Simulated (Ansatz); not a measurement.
# GeH₅O (doublet): from Hartree-Fock to the top rungs at distance O1–H3 along a hydrogen transfer = 1.064 Å, cc-pVDZ

One table from this session's results is given with a row withheld; the runs are named, their logs left out.

Computed with Ansatz 0.2.0, Gaussian basis. Level: cc-pVDZ, core rule «outside noble gas», up to 15 orbitals frozen.

Plan: UHF; CCSD(T) on ROHF; CCSD(T) on UHF; BCCD(T) on ROHF; CISD; CCSDT(Q) on ROHF; CCSDT(Q) on UHF; CASSCF and MRCISD+Q, 3 electrons in 3 orbitals; CASSCF and NEVPT2, 3 electrons in 3 orbitals.

4 further runs of the same task are left out: 4 that didn't finish.

## The geometry

The geometry derives from fragments relaxed apart (PBE0/def2-TZVP) and kept rigid, so it is no stationary point. A hydrogen atom is moved between rigid fragments. No spin-orbit coupling is included. The filled d shell of Ge may be among the frozen orbitals whatever the setting's name suggests; the logs give the count.

7 atoms, charge 0, spin multiplicity 2.

Atoms are counted from 1 here; the program's logs count them from 0.

Bond lengths: O1–H2 0.960 Å, O1–H3 1.064 Å, Ge4–H5 1.539 Å, Ge4–H6 1.539 Å, Ge4–H7 1.539 Å. Angles: H2–O1–H3 105.1°, H5–Ge4–H6 111.2°, H5–Ge4–H7 111.2°, H6–Ge4–H7 111.2°.

Set-up of the first run:

Input file in.yaml:

```yaml
crystal:
  periodic: [false, false, false]
  atoms:
    - {symbol: O, position_ang: [-2.624660, -0.009969, -0.000001]}
    - {symbol: H, position_ang: [-2.873970, 0.916606, -0.000001]}
    - {symbol: H, position_ang: [-1.560660, -0.009969, -0.000001]}
    - {symbol: Ge, position_ang: [0.595340, -0.009969, 0.000000]}
    - {symbol: H, position_ang: [1.064007, -1.475884, 0.000000]}
    - {symbol: H, position_ang: [1.064009, 0.722988, -1.269519]}
    - {symbol: H, position_ang: [1.064008, 0.722988, 1.269520]}
basis:
  gaussian: {orbitals: cc-pVDZ}
magnetization: {spin_polarized: true, initial_magnetization: 1}
hamiltonian: {xc: hf}
output: {orbitals: {seedname: orbitals}}
```

Command:

```bash
ansatz run in.yaml --threads 1 --pin off --events-out ev --progress --plain --max-ram 2502MiB
```

Among the steps run: UHF; CCSD(T) on ROHF; CCSD(T) on UHF; BCCD(T) on ROHF; CISD; CCSDT(Q) on ROHF; CCSDT(Q) on UHF; CASSCF and MRCISD+Q, 3 electrons in 3 orbitals; CASSCF and NEVPT2, 3 electrons in 3 orbitals.

One table of the session follows, with a row left open; its other results are not shown here.

It belongs to the step «Misses and costs». 

```
       method  from UCCSDT(Q) (meV)
         ROHF               +9412.6
          UHF                     ?
         RMP2               +1144.1
         UMP2               +1146.8
         CISD               +1041.0
        RCCSD                +210.4
        UCCSD                +205.7
     RCCSD(T)                 +43.1
     UCCSD(T)                 +39.7
      BCCD(T)                 +42.7
       RCCSDT                 +21.1
       UCCSDT                 +17.5
    RCCSDT(Q)                  +3.8
    UCCSDT(Q)                     0
  CASSCF pair               +8753.4
  NEVPT2 pair               +1141.2
  MRCISD pair                +922.2
MRCISD+Q pair                +133.3
```

Estimate the missing values for UHF.

**Answer.** from UCCSDT(Q) (meV): +9344.4. In the column «from UCCSDT(Q) (meV)» it lies between CASSCF pair (+8753.4) and ROHF (+9412.6).

To keep in mind: Restricted and unrestricted rows rest on different reference determinants; where their highest levels disagree by more than a few hundredths of an eV, they describe different states and don't form one ladder.
